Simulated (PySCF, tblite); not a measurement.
# C2H7F3NSi2 radical: geometry, infrared bands and EPR parameters

Aim: predict the infrared bands and EPR parameters of C2H7F3NSi2 radical (`C[Si@H](N[SiH2])C(F)(F)F`).

The runs use tblite 0.8.0 and PySCF 2.14.0, with density-fitted response routines of our own; the level of theory stands in each step. All values are computed, except where a source is named. Atoms count from 0, in the outputs and in this text.

## 1. The molecule as given

15 atoms, charge 0, multiplicity 2; geometry from: force field or distance geometry start.

Bonds of the start (Å): C0–Si1 1.86, Si1–N2 1.78, N2–Si3 1.79, Si1–C4 1.85, C4–F5 1.39, C4–F6 1.39, C4–F7 1.37, C0–H8 1.11, C0–H9 1.12, C0–H10 1.10, Si1–H11 1.48, N2–H12 1.02, Si3–H13 1.49, Si3–H14 1.48.

## 2. Relaxing the molecule with GFN2-xTB

What the job is given:

```
{"job": {"kind": "relax", "xc": "GFN2-xTB", "basis": "xTB"}, "charge": 0, "multiplicity": 2}
C     -0.727300     1.794200    -0.190600
Si    -0.242800     0.028100     0.143700
N      1.219200    -0.305400    -0.808400
Si     2.628400    -0.009400     0.247600
C     -1.645700    -1.138600    -0.153500
F     -2.590800    -0.911200     0.837000
F     -2.266300    -0.927500    -1.383400
F     -1.188700    -2.427800    -0.022800
H     -1.834800     1.814200    -0.173900
H     -0.317700     2.430800     0.632000
H     -0.302200     2.179400    -1.129800
H      0.137600    -0.086500     1.572500
H      1.266200    -1.256200    -1.186900
H      3.714000    -0.984600    -0.037100
H      2.146500    -0.191600     1.631600
```

Launch:

```sh
OMP_NUM_THREADS=1 python probes_run.py task.json out
```

This one command runs all jobs of the session in turn.

**Question.** This job is followed by: GFN2-xTB harmonic vibrations, gas phase; UKS B3LYP, pcH-1 on C F H N Si, non-relativistic, mean-field spin-orbit, GIAO. Predict these results of the whole session: strongest single infrared mode (GFN2-xTB); zero-point energy (GFN2-xTB); g(iso) (B3LYP); ⟨S²⟩; largest a(iso) (averaged by class); potential on the surface of density 0.002 e/bohr³, 1st and 99th percentile.

The runs gave:

```
                                                                  quantity                    value
                                 strongest single infrared mode (GFN2-xTB)    2314 cm⁻¹, 452 km/mol
                                              zero-point energy (GFN2-xTB)            55.8 kcal/mol
                                                            g(iso) (B3LYP)                  2.00284
                                                                      ⟨S²⟩       0.751 (exact 0.75)
                                        largest a(iso) (averaged by class)  29Si on Si3, -545.3 MHz
potential on the surface of density 0.002 e/bohr³, 1st and 99th percentile       -0.73 V and 1.81 V
```

In words: Relaxing lowered the energy by 1.001 eV in 139 steps; the close pair that moved most is Si1–C4, from 1.849 to 1.941 Å. All 39 modes are real, so the xTB geometry is a minimum. The strongest single mode, at 2314 cm⁻¹, moves mainly H14. Unscaled tight-binding wavenumbers are off by several per cent, some by more. Its intensities can rank the bands wrongly. Most of the unpaired spin sits on Si3 (0.83 e). The isotropic g lies 0.5 ppt above the free-electron value. These values are for one conformer; the search (at its own cheap level) found 1 more, at 0.70 kcal/mol, and measured spectra average over such forms.
